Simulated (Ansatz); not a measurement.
# GeSO (singlet): wave-function methods side by side, cc-pVDZ

An exercise on one series of results from a longer session: the logs are not shown, and one member is left open.

Computed with Ansatz 0.2.0, Gaussian basis. Level: cc-pVDZ, core rule «outside noble gas», up to 20 orbitals frozen.

Plan: UHF; CCSD(T) on RHF; BCCD(T) on RHF; CISD; CCSDT(Q) on RHF.

20 further runs of the same task are left out: 4 for a known fault of the program, 6 that didn't finish, 10 set aside as unsound or not needed.

**What is computed**

The geometry is a PBE0/def2-TZVP stationary point (not a proven minimum). No spin-orbit coupling is included. The filled d shell of Ge may be among the frozen orbitals whatever the setting's name suggests; the logs give the count.

3 atoms, charge 0, spin multiplicity 1.

Atoms are counted from 1 here; the program's logs count them from 0.

Bond lengths: Ge1–S2 2.170 Å, Ge1–O3 1.808 Å, S2–O3 1.768 Å. Angles: S2–Ge1–O3 51.8°, Ge1–S2–O3 53.5°, Ge1–O3–S2 74.7°.

Set-up of the first run:

Input file in.yaml:

```yaml
crystal:
  periodic: [false, false, false]
  atoms:
    - {symbol: Ge, position_ang: [0.000000, 0.114171, 0.740003]}
    - {symbol: S, position_ang: [0.000000, 0.333240, -1.419196]}
    - {symbol: O, position_ang: [0.000000, -1.186217, -0.515475]}
basis:
  gaussian: {orbitals: cc-pVDZ}
magnetization: {spin_polarized: true, initial_magnetization: 0}
hamiltonian: {xc: hf}
output: {orbitals: {seedname: orbitals}}
```

Started as:

```bash
$ ansatz run in.yaml --threads 1 --pin off --events-out ev --progress --plain --max-ram 2393MiB
```

Among the steps run: UHF; CCSD(T) on RHF; BCCD(T) on RHF; CISD; CCSDT(Q) on RHF.

One of the session's tables, all rows but one given; the rest of the session is left out.

```
   method  from RCCSDT(Q) (meV)
      RHF              +11644.7
     RMP2                     ?
    RCCSD                +529.2
 RCCSD(T)                 +84.9
  BCCD(T)                 +77.4
   RCCSDT                 +61.0
RCCSDT(Q)                     0
```

Estimate the missing values for RMP2.

The run gave: from RCCSDT(Q) (meV): +1010.1. In the column «from RCCSDT(Q) (meV)» it lies between RCCSD (+529.2) and RHF (+11644.7).

Not comparable, so not listed: CISD (they don't share determinant, frozen orbitals or solution with the rows shown, or repeat one).

With the free atoms at the same levels and basis (separate runs), the atomisation energy is 7.157 eV at RCCSDT(Q), 7.095 eV at RCCSD(T), 3.114 eV at RHF.
